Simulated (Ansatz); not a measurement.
# CH on Pt (211)

Aim: for Pt, cut and relax a (211) slab, then compare the adsorption sites of CH.

Program: Ansatz 0.2.0. Level of theory: DFT PBE+D3(BJ), scalar-relativistic, plane waves, PAW. These are calculated values, not measurements.

1 further run of the same task is left out (set aside as unsound or not needed). Runs told in other sessions of the task aren't counted.

**1. The starting structure**

Symmetry: Fm-3m, No. 225, cubic system. Conventional cell: a = 3.929 Å, b = 3.929 Å, c = 3.929 Å, α = 90.00°, β = 90.00°, γ = 90.00°. Pt (site symmetry m-3m) is surrounded by 12 Pt at 2.78 Å.

Structure file:

```xyz
1
Lattice="0.0000 1.9643 1.9643 1.9643 0.0000 1.9643 1.9643 1.9643 0.0000" Properties=species:S:1:pos:R:3 pbc="T T T"
Pt    0.0000    0.0000    0.0000
```

This cell was relaxed beforehand with the same method: volume 15.16 Å³/atom, gap on the mesh none (metal).

**2. Cutting the slab**

Miller indices refer to the conventional cell of the relaxed bulk, Fm-3m (No. 225): a = 3.929 Å, b = 3.929 Å, c = 3.929 Å, α = 90.00°, β = 90.00°, γ = 90.00°.

A (211) slab, 7.2 Å thick as cut, with 17 Å of vacuum, in a 2×1 surface cell; its outer planes are Pt (top) and Pt (bottom).

The slab as cut. Its planes from the bottom up:

```csv
plane,atoms per cell,height over the lowest (Å)
1,Pt2,0.00
2,Pt2,0.80
3,Pt2,1.60
4,Pt2,2.41
5,Pt2,3.21
6,Pt2,4.01
7,Pt2,4.81
8,Pt2,5.61
9,Pt2,6.42
10,Pt2,7.22
```

**3. The clean surface, relaxed**

File input.yaml:

```yaml
crystal:
  lattice:
    - [5.555888461, 0.0, 0.0]
    - [0.0, 6.8045458987, 0.0]
    - [0.0, 0.0, 24.2173108218]
  atoms:
    - { symbol: Pt, position: [0.25, 0.6666666667, 0.3509885991] }
    - { symbol: Pt, position: [0.75, 0.6666666667, 0.3509885991] }
    - { symbol: Pt, position: [0.5, 0.3333333333, 0.3841022438] }
    - { symbol: Pt, position: [0.0, 0.3333333333, 0.3841022438] }
    - { symbol: Pt, position: [0.75, 0.0, 0.4172158884] }
    - { symbol: Pt, position: [0.25, 0.0, 0.4172158884] }
    - { symbol: Pt, position: [0.0, 0.6666666667, 0.450329533] }
    - { symbol: Pt, position: [0.5, 0.6666666667, 0.450329533] }
    - { symbol: Pt, position: [0.25, 0.3333333333, 0.4834431777] }
    - { symbol: Pt, position: [0.75, 0.3333333333, 0.4834431777] }
    - { symbol: Pt, position: [0.5, 0.0, 0.5165568223] }
    - { symbol: Pt, position: [0.0, 0.0, 0.5165568223] }
    - { symbol: Pt, position: [0.75, 0.6666666667, 0.549670467] }
    - { symbol: Pt, position: [0.25, 0.6666666667, 0.549670467] }
    - { symbol: Pt, position: [0.0, 0.3333333333, 0.5827841116] }
    - { symbol: Pt, position: [0.5, 0.3333333333, 0.5827841116] }
    - { symbol: Pt, position: [0.25, 0.0, 0.6158977562] }
    - { symbol: Pt, position: [0.75, 0.0, 0.6158977562] }
    - { symbol: Pt, position: [0.5, 0.6666666667, 0.6490114009] }
    - { symbol: Pt, position: [0.0, 0.6666666667, 0.6490114009] }
basis:
  ecutwfc: 420
kpoints:
  mp_grid: { grid: [5, 5, 1] }
hamiltonian:
  xc: pbe
  dispersion: d3bj
scf:
  occupations: { method: gaussian, width: 0.1 }
output:
  forces: true
  eigenvalues: true
  write_density: true
  write_potential: true
  elf: true
  volumetric_format: npy
relax:
  adjacent_minimum: "off"
  f_tol: 0.03
  max_steps: 70
  constraints: [{ sites: [0, 1, 2, 3, 4, 5, 6, 7, 8, 9] }]
efield:
  axis: 3
  dipole_correction: true
```

Command:

```sh
ansatz run input.yaml --threads 4 --pin off --max-ram 10240MiB --backend cpu --events-out ev --progress --plain --runs-dir out
```

Further runs follow: CH put at a top (Pt) site; CH put at a hollow (nearest Pt) site; start: CH, bridge (Pt-Pt).

Q: Predict the outcome of this session. Wanted: clean slab: work function; clean slab: dipole along +c; CH: lowest end.

**Answer**, as computed:

| quantity | value |
| --- | --- |
| clean slab: work function | 5.57 eV (top face), 5.49 eV (bottom face) |
| clean slab: dipole along +c | -0.016 e·Å per cell |
| CH: lowest end | E_ads -6.95 eV, from the bridge (Pt-Pt) start, 3 bonded, 0.95 Å high |

What this shows: CH binds with 6.95 eV at best, a strong chemical bond; the ends span 2.21 eV. On the way to the lowest end the anchoring atom slid 0.7 Å from where it was put. It lowers the work function by 0.65 eV, as a dipole layer with its positive end outwards does. The slab runs have no spin polarisation, while the free adsorbate has its spin; a moment that survived on the surface would lower E_ads. A start on a symmetric site keeps its symmetry, so an end may be a saddle point and not a minimum. The runs treat Pt without spin-orbit coupling.
